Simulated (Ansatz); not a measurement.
# AlGa2H (quintet): the correlation ladder, cc-pVTZ

The task here is to estimate one member of a computed series from the others.

Program: Ansatz 0.2.0, Gaussian basis. Level of theory: cc-pVTZ, core rule «outside noble gas», up to 33 orbitals frozen. These are calculated values, not measurements.

To be run: UHF; CCSD(T) on ROHF; CCSD(T) on UHF; BCCD(T) on ROHF; CCSDT(Q) on ROHF; CCSDT(Q) on UHF; CASSCF and NEVPT2, 10 electrons in 13 orbitals.

4 further runs of the same task are left out: 4 set aside as unsound or not needed. Runs told in other sessions of the task aren't counted.

**What is computed**

The geometry is a PBE0/def2-TZVP stationary point (not a proven minimum) of the parent state, kept for this charge and spin. No spin-orbit coupling is included. The filled d shell of Ga may be among the frozen orbitals whatever the setting's name suggests.

4 atoms, charge 0, spin multiplicity 5.

Atoms are counted from 1 here; the program's logs count them from 0.

Bond lengths: Ga1–Al2 2.555 Å, Al2–Ga3 2.555 Å, Al2–H4 1.846 Å. Angles: Ga1–Al2–Ga3 72.4°, Ga1–Al2–H4 52.9°, Ga3–Al2–H4 52.9°.

The first run:

The input, in.yaml:

```yaml
crystal:
  periodic: [false, false, false]
  atoms:
    - {symbol: Ga, position_ang: [-0.004403, 0.336351, 1.508986]}
    - {symbol: Al, position_ang: [-0.022649, -1.725034, 0.000000]}
    - {symbol: Ga, position_ang: [-0.004403, 0.336351, -1.508986]}
    - {symbol: H, position_ang: [1.215461, -0.355847, 0.000000]}
basis:
  gaussian: {orbitals: cc-pVTZ}
magnetization: {spin_polarized: true, initial_magnetization: 4}
hamiltonian: {xc: hf}
output: {orbitals: {seedname: orbitals}}
```

On the command line:

```sh
$ ansatz run in.yaml --threads 1 --pin off --events-out ev --progress --plain --max-ram 4096MiB --backend cpu
```

Steps of the session up to this table: UHF; CCSD(T) on ROHF; CCSD(T) on UHF; BCCD(T) on ROHF; CCSDT(Q) on ROHF; CCSDT(Q) on UHF; CASSCF and NEVPT2, 10 electrons in 13 orbitals.

One table of the session follows, with a row left open; its other results are not shown here.

It belongs to the step «Misses and costs». 

| method | from UCCSDT(Q) (kJ/mol) |
| --- | --- |
| ROHF | +555.4 |
| UHF | +524.8 |
| RMP2 | +113.9 |
| UMP2 | +121.4 |
| RCCSD | ? |
| UCCSD | +36.8 |
| RCCSD(T) | +8.7 |
| UCCSD(T) | +7.6 |
| BCCD(T) | +8.7 |
| RCCSDT | +3.9 |
| UCCSDT | +2.3 |
| RCCSDT(Q) | +1.6 |
| UCCSDT(Q) | 0 |
| CASSCF valence | +324.2 |
| NEVPT2 valence | +78.8 |

Q: Estimate the row for RCCSD from the others.

**Answer.** from UCCSDT(Q) (kJ/mol): +39.3. In the column «from UCCSDT(Q) (kJ/mol)» it lies between UCCSD (+36.8) and NEVPT2 valence (+78.8).

Limits of these values: Restricted and unrestricted rows rest on different reference determinants; a gap between their highest levels can come from leftover correlation error, from unlike frozen cores or from another state.
